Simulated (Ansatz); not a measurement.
**CH6BGa: small, medium and large basis sets**

Aim: see how fast density functionals converge with the basis set for CH6BGa.

Program: Ansatz 0.2.0, Gaussian basis. Level of theory: one geometry, several basis sets. These are calculated values, not measurements.

The runs, in order: PBE0-D4/def2-SVP; ωB97M-V/def2-SVP; PBE0-D4/def2-QZVPP; ωB97M-V/def2-QZVPP; the functionals' def2-TZVPP values are taken from earlier runs.

**1. Structure used throughout**

The geometry comes from an earlier relaxation with PBE0-D4 in a triple-zeta def2 set; it is a stationary point, not always the lowest conformer.

SMILES `B[CH2][GaH2]`, 9 atoms, charge 0, spin multiplicity 1.

Atoms are counted from 1 here; the program's logs count them from 0.

Bond lengths: B1–C2 1.513 Å, B1–H4 1.200 Å, B1–H5 1.200 Å, C2–Ga3 2.011 Å, C2–H6 1.095 Å, C2–H7 1.090 Å, Ga3–H8 1.567 Å, Ga3–H9 1.567 Å. Angles: C2–B1–H4 120.6°, C2–B1–H5 120.8°, H4–B1–H5 118.3°, B1–C2–Ga3 101.7°, B1–C2–H6 116.1°, B1–C2–H7 117.9°, Ga3–C2–H6 100.6°, Ga3–C2–H7 104.3°, H6–C2–H7 113.0°, C2–Ga3–H8 119.2°, C2–Ga3–H9 118.2°, H8–Ga3–H9 122.4°.

**2. PBE0-D4 in def2-SVP**

in.yaml reads:

```yaml
crystal:
  periodic: [false, false, false]
  atoms:
    - {symbol: B, position_ang: [-0.663210, 0.688627, -0.993499]}
    - {symbol: C, position_ang: [0.672341, 0.288556, -0.406274]}
    - {symbol: Ga, position_ang: [0.107034, -0.816929, 1.175625]}
    - {symbol: H, position_ang: [-1.250440, -0.048923, -1.735949]}
    - {symbol: H, position_ang: [-1.202973, 1.706788, -0.657291]}
    - {symbol: H, position_ang: [1.245320, -0.451493, -0.974354]}
    - {symbol: H, position_ang: [1.296590, 1.072989, 0.022795]}
    - {symbol: H, position_ang: [-0.395296, -2.282776, 0.944199]}
    - {symbol: H, position_ang: [0.279133, -0.203239, 2.607649]}
basis:
  gaussian: {orbitals: def2-SVP}
hamiltonian: {xc: pbe0, dispersion: d4}
output: {orbitals: {seedname: orbitals}}
```

The run is started by

```console
ansatz run in.yaml --threads 2 --pin off --events-out ev --progress --plain --max-ram 4352MiB
```

Further steps of the session: ωB97M-V in def2-SVP; PBE0-D4 in def2-QZVPP; ωB97M-V in def2-QZVPP.

**Question.** What will the summary of the whole plan be? Wanted: PBE0-D4: double and triple zeta above quadruple; ωB97M-V: double and triple zeta above quadruple.

The runs gave:

| quantity | value |
| --- | --- |
| PBE0-D4: double and triple zeta above quadruple | 10.02, 1.31 eV |
| ωB97M-V: double and triple zeta above quadruple | 10.13, 1.27 eV |

**Reading.** PBE0-D4 gains 8.71 eV from double to triple zeta, then 1.31 eV more. Total energies overstate the basis error of differences, where much of it tends to cancel.
